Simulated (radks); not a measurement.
# Er²⁺ in [Kr] 4d10 4f12 5s2 5p5.75 6s0.25: an all-electron calculation

An exercise on one series of results from a longer session: the logs are not shown, and one member is left open.

Program: radks (a radial shooting solver on a logarithmic mesh, Libxc functionals) version 1. Level of theory: scalar-relativistic Kohn-Sham, BLYP, spin-unpolarised, spherical densities, finite nucleus. These are calculated values, not measurements, unless marked.

## Starting point

* element: erbium (Z = 68)
* charge: +2
* electrons: 66
* configuration: [Kr] 4d10 4f12 5s2 5p5.75 6s0.25
* nuclear rms radius: 5.2516 fm

The first run:

Input:

```text
Z 68
configuration [Kr] 4d10 4f12 5s2 5p5.75 6s0.25 5d0 6p0
relativity scalar-relativistic
functional b88,lyp
spin unpolarised
nucleus finite rms 5.2516 fm
c 137.035999084
```

Launch:

```
$ python run_ks.py task.json out
```

The same process makes all the runs of this session.

One of the session's tables, all rows but one given; the rest of the session is left out.

It belongs to the step «Radial structure». Sizes of the orbitals, from the radial functions (bohr):

```
level      <r>  outermost maximum (interpolated)  90 % within  nodes
   1s  0.02037                            0.0129       0.0369      0
   2s        ?                                 ?            ?      ?
   2p  0.07671                            0.0596        0.125      0
   3s   0.2254                             0.207        0.330      2
   3p   0.2245                             0.204        0.336      1
   3d   0.2038                             0.166        0.317      0
   4s   0.5082                             0.474        0.730      3
   4p   0.5392                             0.495        0.785      2
   4d   0.5840                             0.512        0.879      1
   5s    1.249                              1.11         1.81      4
   5p    1.481                              1.27         2.18      3
   4f   0.8166                             0.509         1.43      0
   6s    3.284                              2.95         4.71      5
   5d    2.423                              1.88         3.78      2
   6p    4.063                              3.65         5.84      4
```

Q: Estimate the row for 2s from the others.

The run gave: <r>: 0.08647; outermost maximum (interpolated): 0.0732; 90 % within: 0.134; nodes: 1. In the column «<r>» it lies between 2p (0.07671) and 3d (0.2038).
